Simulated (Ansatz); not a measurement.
# Zn4SiAg4SnTe6Se4: the cost of one run

All numbers below are computed with Ansatz 0.2.0 (DFT PBE, scalar-relativistic, plane waves, PAW).

**1. Starting point**

The cell holds 20 atoms (Ag4Se4SiSnTe6Zn4): a = 7.427 Å, b = 7.427 Å, c = 11.346 Å, α = 83.74°, β = 70.89°, γ = 70.53°.

The sites of an ideal zinc blende lattice, at a guessed lattice constant, take 1 Sn, 4 Ag, 4 Zn, 1 Si; 4 Se, 6 Te (sublattices apart by semicolons), with a shake of 0.02 Å. Warren-Cowley parameters of the first shell (negative: unlike neighbours preferred): Ag-Si -0.46, Ag-Sn +0.17, Ag-Zn +0.12, Si-Sn +1.00, Si-Zn -0.04, Sn-Zn -0.67. In a cell this small the draw can fall short of the order aimed at.

Its coordinates follow in the input file.

**2. Relaxation without symmetry, coarse mesh**

Cell and atoms move without symmetry, on a coarse mesh with loose thresholds.

input.yaml

```yaml
crystal:
  lattice:
    - [3.03224361, 3.03224361, 6.06448722]
    - [-3.03224361, -3.03224361, 6.06448722]
    - [9.09673083, -6.06448722, 3.03224361]
  atoms:
    - { symbol: Si, position: [0.1000699893, 0.498539287, 0.7981413597] }
    - { symbol: Zn, position: [0.0023573029, 0.9967152554, 0.9998811811] }
    - { symbol: Zn, position: [0.7995720801, 0.0017736962, 0.3999416716] }
    - { symbol: Zn, position: [0.5019812188, 0.4992613896, 0.9986644732] }
    - { symbol: Zn, position: [0.8929161886, 0.5056338593, 0.2003650554] }
    - { symbol: Se, position: [0.5739564207, 0.8723434132, 0.6002914054] }
    - { symbol: Se, position: [0.9710701903, 0.8774225692, 0.7999601839] }
    - { symbol: Se, position: [0.1756832495, 0.8726017783, 0.3980828394] }
    - { symbol: Se, position: [0.2727953038, 0.377052546, 0.2029303404] }
    - { symbol: Ag, position: [0.1990156441, 0.0019534625, 0.5988295971] }
    - { symbol: Ag, position: [0.6013216569, 0.0052140832, 0.7996265943] }
    - { symbol: Ag, position: [0.3008387547, 0.4979258718, 0.400066604] }
    - { symbol: Ag, position: [0.7011898854, 0.4972126847, 0.5981048657] }
    - { symbol: Sn, position: [0.3950645779, 0.997032755, 0.1993940454] }
    - { symbol: Te, position: [0.4767897315, 0.376550534, 0.7995167703] }
    - { symbol: Te, position: [0.3695318793, 0.8784061505, 0.0012173849] }
    - { symbol: Te, position: [0.7695687657, 0.877090272, 0.2023811764] }
    - { symbol: Te, position: [0.6818463219, 0.3696985811, 0.4006227109] }
    - { symbol: Te, position: [0.0801662828, 0.3649909924, 0.6040797563] }
    - { symbol: Te, position: [0.8741440007, 0.3750720479, 0.9999237188] }
  symmetry: { detect: false }
basis:
  ecutwfc: 420
kpoints:
  mp_grid: { grid: [2, 2, 2], shift: [0.5, 0.5, 0.5] }
hamiltonian:
  xc: pbe
scf:
  occupations: { method: gaussian, width: 0.1 }
  lower_state_search: "off"
output:
  forces: true
  stress: true
  eigenvalues: true
relax:
  adjacent_minimum: "off"
  f_tol: 0.04
  max_steps: 50
  cell: { stress_tol: 0.3 }
```

On the command line:

```sh
ansatz run input.yaml --threads 4 --pin off --max-ram 9216MiB --backend cpu --events-out ev --progress --plain --runs-dir out
```

What time and memory should one allow on 4 threads of Arm Neoverse N1, shared host?

About 4.3 min, with a peak of 2.3 GiB.
